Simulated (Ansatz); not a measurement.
# C₂H₇FO₂Si₂: up Jacob's ladder to CCSD(T)

The task here is to estimate one member of a computed series from the others.

Program: Ansatz 0.2.0, Gaussian basis. Level of theory: functionals in def2-TZVPP, the program's frozen cores in correlated methods. These are calculated values, not measurements.

Plan: PBE-D4, r2SCAN-D4, PBE0-D4, B3LYP-D4, ωB97X-V, ωB97M-V, B2PLYP; CCSD(T)/def2-TZVPP; MP2/def2-QZVPP; extrapolation to the limit.

**Structure used throughout**

An earlier PBE0-D4 in a triple-zeta def2 set relaxation fixed the geometry.

SMILES `O[SiH](O)/C=C\[SiH2]F`, 14 atoms, charge 0, spin multiplicity 1.

Atoms are counted from 1 here; the program's logs count them from 0.

Bond lengths: O1–Si2 1.638 Å, O1–H8 0.959 Å, Si2–O3 1.651 Å, Si2–C4 1.848 Å, Si2–H9 1.481 Å, O3–H10 0.958 Å, C4–C5 1.338 Å, C4–H11 1.090 Å, C5–Si6 1.874 Å, C5–H12 1.093 Å, Si6–F7 1.614 Å, Si6–H13 1.479 Å, Si6–H14 1.480 Å. Angles: Si2–O1–H8 117.7°, O1–Si2–O3 113.4°, O1–Si2–C4 113.1°, O1–Si2–H9 103.7°, O3–Si2–C4 101.0°, O3–Si2–H9 110.7°, C4–Si2–H9 115.2°, Si2–O3–H10 120.2°, Si2–C4–C5 122.5°, Si2–C4–H11 119.0°, C5–C4–H11 118.5°, C4–C5–Si6 129.7°, C4–C5–H12 117.9°, Si6–C5–H12 112.5°, C5–Si6–F7 102.5°, C5–Si6–H13 114.7°, C5–Si6–H14 114.6°, F7–Si6–H13 105.0° and more.

Set-up of the first run:

Input file in.yaml:

```yaml
crystal:
  periodic: [false, false, false]
  atoms:
    - {symbol: O, position_ang: [-1.834586, 1.790774, -1.344519]}
    - {symbol: Si, position_ang: [-1.215461, 0.323815, -0.958861]}
    - {symbol: O, position_ang: [-1.344963, -0.042559, 0.645983]}
    - {symbol: C, position_ang: [0.614021, 0.224585, -1.198134]}
    - {symbol: C, position_ang: [1.441137, -0.209372, -0.239715]}
    - {symbol: Si, position_ang: [1.052141, -0.832489, 1.484345]}
    - {symbol: F, position_ang: [2.495697, -1.328268, 2.010434]}
    - {symbol: H, position_ang: [-1.402890, 2.565939, -0.980783]}
    - {symbol: H, position_ang: [-2.011059, -0.619203, -1.777260]}
    - {symbol: H, position_ang: [-2.175124, -0.360194, 1.002181]}
    - {symbol: H, position_ang: [1.040855, 0.536430, -2.151842]}
    - {symbol: H, position_ang: [2.511738, -0.227598, -0.458420]}
    - {symbol: H, position_ang: [0.634729, 0.215931, 2.440784]}
    - {symbol: H, position_ang: [0.193775, -2.037811, 1.525817]}
basis:
  gaussian: {orbitals: def2-TZVPP}
hamiltonian: {xc: pbe, dispersion: d4}
output: {forces: true, orbitals: {seedname: orbitals}}
```

On the command line:

```sh
$ ansatz run in.yaml --threads 2 --pin off --events-out ev --progress --plain --max-ram 22528MiB --backend cuda --devices 0, --max-vram 18GiB
```

Among the steps run: PBE-D4 (GGA); r2SCAN-D4 (meta-GGA); PBE0-D4 (hybrid); B3LYP-D4 (hybrid); ωB97X-V (range-separated); ωB97M-V (range-separated); B2PLYP (double hybrid); CCSD(T) in def2-TZVPP; MP2 in def2-QZVPP.

One of the session's tables, all rows but one given; the rest of the session is left out.

| method | atomisation energy (kcal/mol) |
| --- | --- |
| PBE-D4 | 1341.5 |
| r2SCAN-D4 | 1327.7 |
| PBE0-D4 | 1316.7 |
| B3LYP-D4 | 1321.4 |
| ωB97X-V | 1328.8 |
| ωB97M-V | ? |
| B2PLYP | 1310.8 |
| HF/def2-TZVPP | 970.2 |
| MP2/def2-TZVPP | 1323.5 |
| CCSD/def2-TZVPP | 1273.1 |
| CCSD(T)/def2-TZVPP | 1293.1 |
| MP2/CBS | 1361.7 |
| CCSD(T)/CBS | 1331.4 |

Estimate the missing values for ωB97M-V.

The run gave: atomisation energy (kcal/mol): 1330.1. In the column «atomisation energy (kcal/mol)» it lies between ωB97X-V (1328.8) and CCSD(T)/CBS (1331.4).

Limits of these values: Free atoms (2 O, 2 Si, 2 C, 1 F, 7 H) were run apart at each level; the atomisation energy is their sum less the molecule, without zero-point or spin-orbit terms.
